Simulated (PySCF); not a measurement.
# Solver options tried on RbCl (triplet)

The same problem is solved with other solver options, one edit a run.

Computed with PySCF 2.14.0. Level: each script names its method and basis.

3 further runs of the same task are left out: 1 for a known fault of the program, 2 that didn't finish.

**1. Where the work starts**

RbCl (triplet): 2 atoms, charge 0, spin multiplicity 3.

Bond lengths: Rb1–Cl2 2.959 Å.

**2. Base script**

Contents of input.py:

```python
from pyscf import gto, scf, mp

mol = gto.M(
    atom='Rb 0 0 0; Cl 0 0 2.959',
    basis='sto-3g',
    charge=0,
    spin=2,
    verbose=4,
)
mf = scf.UHF(mol)
mf.kernel()
mp.MP2(mf, frozen=14).kernel()
mf.dip_moment()
print('orbital energies (hartree):', [e[max(0, n-3):n+3].round(4) for e, n in zip(mf.mo_energy, mol.nelec)])
```

Command:

```
$ OMP_NUM_THREADS=1 python input.py
```

The log of this run is left out.

Base result: E(SCF) = -3362.126778 Eh, 7 cycles, E(MP2) − E(SCF) = -0.01648 Eh, ⟨S²⟩ = 2.001, μ = 1.16 D (of the SCF density).

No relativity is included for the heavy element. The bond length is a typed value, not an optimised one. The triplet is typed in the script; nothing here shows that it is the ground state.

**3. DIIS space 2**

Run 1 changes DIIS space: default → 2.

Contents of input.py:

```python
from pyscf import gto, scf, mp

mol = gto.M(
    atom='Rb 0 0 0; Cl 0 0 2.959',
    basis='sto-3g',
    charge=0,
    spin=2,
    verbose=4,
)
mf = scf.UHF(mol)
mf.diis_space = 2
mf.kernel()
mp.MP2(mf, frozen=14).kernel()
mf.dip_moment()
print('orbital energies (hartree):', [e[max(0, n-3):n+3].round(4) for e, n in zip(mf.mo_energy, mol.nelec)])
```

Command:

```
$ OMP_NUM_THREADS=1 python input.py
```

**4. Initial guess hcore**

Run 2 changes initial guess: minao → hcore.

input.py: that of step 2 with these lines changed.

```diff
@@ -10,2 +10,3 @@
 mf = scf.UHF(mol)
+mf.init_guess = 'hcore'
 mf.kernel()
```

**5. Second-order solver on**

Run 3 changes second-order solver: off → on.

input.py: that of step 2 with these lines changed.

```diff
@@ -10,2 +10,3 @@
 mf = scf.UHF(mol)
+mf = mf.newton()
 mf.kernel()
```

**6. Initial guess 1e**

Run 4 changes initial guess: minao → 1e.

input.py: that of step 2 with these lines changed.

```diff
@@ -10,2 +10,3 @@
 mf = scf.UHF(mol)
+mf.init_guess = '1e'
 mf.kernel()
```

What does the calculation give? Wanted: for each run, E(SCF); from base; gap, α spin; SCF dipole; after the SCF.

The runs gave:

```
                   run  E(SCF) (hartree)  from base (eV)   cycles  gap, α spin (eV)  SCF dipole (D)                           after the SCF
                  base      -3362.126778               0        7             13.57            1.16  MP2 correlation -0.449 eV, core frozen
          DIIS space 2      -3362.126778          0.0000        8             13.57            1.16  MP2 correlation -0.449 eV, core frozen
   initial guess hcore      -3362.124921         +0.0505        8             13.58            0.81  MP2 correlation -0.452 eV, core frozen
second-order solver on      -3362.126778          0.0000  3 macro             13.57            1.16  MP2 correlation -0.449 eV, core frozen
      initial guess 1e      -3362.124921         +0.0505        8             13.58            0.81  MP2 correlation -0.452 eV, core frozen
```

Distance from each run's final energy (log10 hartree) by cycle:

```
                   run  cycle 1  cycle 2  cycle 3  cycle 5  cycle 8  cycle 12
                  base     -1.5     -3.5     -4.8     -7.9     done      done
          DIIS space 2     -1.5     -3.5     -4.8     -7.4    < -11      done
   initial guess hcore     -1.2     -2.0     -3.4     -6.9    < -11      done
second-order solver on     -3.9    < -11    < -11     done     done      done
      initial guess 1e     -1.2     -2.0     -3.4     -6.9    < -11      done
```

In words: No change of the SCF energy comes from DIIS space 2 or second-order solver on. Of the runs whose energies can be compared, “initial guess hcore” moves the SCF energy most (+0.051 eV). With initial guess hcore the SCF ends in another solution, 0.05 eV higher: the path to self-consistency decides the state here. With initial guess 1e the SCF ends in another solution, 0.05 eV higher: the path to self-consistency decides the state here.
